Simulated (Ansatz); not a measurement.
# C4H10AlFO: one species, many methods

How much do the methods differ for C4H10AlFO? The plan is to run it at one geometry with functionals of several rungs and with coupled cluster, and see how far each lands from CCSD(T) at the basis-set limit for the atomisation energy.

Method: functionals in def2-TZVPP, the program's frozen cores in correlated methods; program: Ansatz 0.2.0, Gaussian basis.

Plan: LDA (SPW92), PBE-D4, revPBE-D4, BLYP-D4, r2SCAN-D4, B97M-V, PBE0-D4, B3LYP-D4, r2SCANh-D4, r2SCAN0-D4, HSE06-D4, BHLYP-D4, CAM-B3LYP-D4, LC-ωPBE, ωB97X-V, ωB97M-V, B2PLYP, PBE-QIDH; CCSD(T)/def2-SVP; CCSD(T)/def2-TZVPP; MP2/def2-QZVPP; extrapolation to the limit; RPA on PBE.

### 1 The relaxed structure

The geometry comes from an earlier relaxation with PBE0-D4 in a triple-zeta def2 set; it is a stationary point, not always the lowest conformer.

SMILES `CC(C)[O][Al]([CH3])[F]`, 17 atoms, charge 0, spin multiplicity 1.

Atoms are counted from 1 here; the program's logs count them from 0.

Bond lengths: C1–C2 1.515 Å, C1–H8 1.093 Å, C1–H9 1.093 Å, C1–H10 1.091 Å, C2–C3 1.517 Å, C2–O4 1.409 Å, C2–H11 1.099 Å, C3–H12 1.094 Å, C3–H13 1.093 Å, C3–H14 1.093 Å, O4–Al5 1.677 Å, Al5–C6 1.930 Å, Al5–F7 1.655 Å, C6–H15 1.093 Å, C6–H16 1.094 Å, C6–H17 1.092 Å. Angles: C2–C1–H8 110.1°, C2–C1–H9 110.9°, C2–C1–H10 110.5°, H8–C1–H9 108.5°, H8–C1–H10 108.2°, H9–C1–H10 108.6°, C1–C2–C3 112.1°, C1–C2–O4 108.5°, C1–C2–H11 108.4°, C3–C2–O4 110.9°, C3–C2–H11 108.4°, O4–C2–H11 108.5°, C2–C3–H12 110.1°, C2–C3–H13 110.8°, C2–C3–H14 110.9°, H12–C3–H13 108.7°, H12–C3–H14 108.1°, H13–C3–H14 108.1° and more.

### 2 LDA

This LDA is Slater exchange with PW92 correlation.

Contents of in.yaml:

```yaml
crystal:
  periodic: [false, false, false]
  atoms:
    - {symbol: C, position_ang: [1.010931, -2.029515, -0.615548]}
    - {symbol: C, position_ang: [1.050328, -0.524488, -0.447040]}
    - {symbol: C, position_ang: [0.952700, 0.200485, -1.776212]}
    - {symbol: O, position_ang: [0.000553, -0.142691, 0.412056]}
    - {symbol: Al, position_ang: [-0.720065, 1.265951, 0.968540]}
    - {symbol: C, position_ang: [-2.258631, 1.211470, 2.133179]}
    - {symbol: F, position_ang: [-0.085053, 2.723921, 0.509301]}
    - {symbol: H, position_ang: [0.074762, -2.329887, -1.093602]}
    - {symbol: H, position_ang: [1.842724, -2.374075, -1.234640]}
    - {symbol: H, position_ang: [1.072667, -2.523759, 0.355576]}
    - {symbol: H, position_ang: [2.004302, -0.252321, 0.026807]}
    - {symbol: H, position_ang: [0.012355, -0.053936, -2.274296]}
    - {symbol: H, position_ang: [0.990786, 1.282982, -1.632181]}
    - {symbol: H, position_ang: [1.775370, -0.083646, -2.436908]}
    - {symbol: H, position_ang: [-2.084090, 1.793329, 3.042205]}
    - {symbol: H, position_ang: [-3.133023, 1.648045, 1.642008]}
    - {symbol: H, position_ang: [-2.506627, 0.188143, 2.420755]}
basis:
  gaussian: {orbitals: def2-TZVPP}
hamiltonian: {xc: lda}
output: {orbitals: {seedname: orbitals}}
```

The runs that follow: PBE-D4 (GGA); revPBE-D4 (GGA); BLYP-D4 (GGA); r2SCAN-D4 (meta-GGA); B97M-V (meta-GGA); PBE0-D4 (hybrid); B3LYP-D4 (hybrid); r2SCANh-D4 (hybrid); r2SCAN0-D4 (hybrid); HSE06-D4 (hybrid); BHLYP-D4 (hybrid); CAM-B3LYP-D4 (range-separated); LC-ωPBE (range-separated); ωB97X-V (range-separated); ωB97M-V (range-separated); B2PLYP (double hybrid); PBE-QIDH (double hybrid); CCSD(T) in def2-SVP; CCSD(T) in def2-TZVPP; MP2 in def2-QZVPP; RPA on PBE orbitals.

Before running them: what should the planned runs give, taken together? Wanted: atomisation energy, CCSD(T)/CBS; farthest beyond LDA; mean size of error, GGA; mean size of error, meta-GGA; mean size of error, hybrid; mean size of error, range-separated; mean size of error, double hybrid; gap, smallest and largest; T1 diagnostic.

**Answer**, as computed:

| quantity | value |
| --- | --- |
| atomisation energy, CCSD(T)/CBS | 1622.7 kcal/mol |
| functionals within 8.1 kcal/mol (0.5 %) | r2SCAN-D4, B97M-V, PBE0-D4, B3LYP-D4, r2SCANh-D4, HSE06-D4, CAM-B3LYP-D4, LC-ωPBE, ωB97X-V, ωB97M-V |
| farthest beyond LDA | BHLYP-D4 (-44.8 kcal/mol) |
| mean size of error, GGA | 16.0 kcal/mol |
| mean size of error, meta-GGA | 1.2 kcal/mol |
| mean size of error, hybrid | 13.1 kcal/mol |
| mean size of error, range-separated | 2.9 kcal/mol |
| mean size of error, double hybrid | 13.8 kcal/mol |
| gap, smallest and largest | 5.60 eV (LDA (SPW92)), 12.84 eV (LC-ωPBE) |
| T1 diagnostic | 0.0114 |
| triples share of the correlation energy | 3.5 % |

In words: The LDA atomisation energy is off by 212.5 kcal/mol (13 %): it overbinds. PBE-D4 misses by +20.9 kcal/mol. Double hybrids carry the basis error of their MP2 part in triple zeta, and no dispersion term here, so their miss is partly the set-up's. The rungs meta-GGA, range-separated miss on average by less than the doubt on the reference (8.1 kcal/mol), so they tie. Misses under about 8.1 kcal/mol are within the doubt on the reference itself, which lacks core-valence correlation, relativity and higher excitations. Hartree-Fock recovers 75 % of the binding; the rest is correlation. CCSD(T) in def2-SVP is off by -72.7 kcal/mol, more than most functionals: a good method in a small basis is no reference. The gap grows from 5.6 to 12.8 eV across the functionals, mostly with the share of exact exchange.
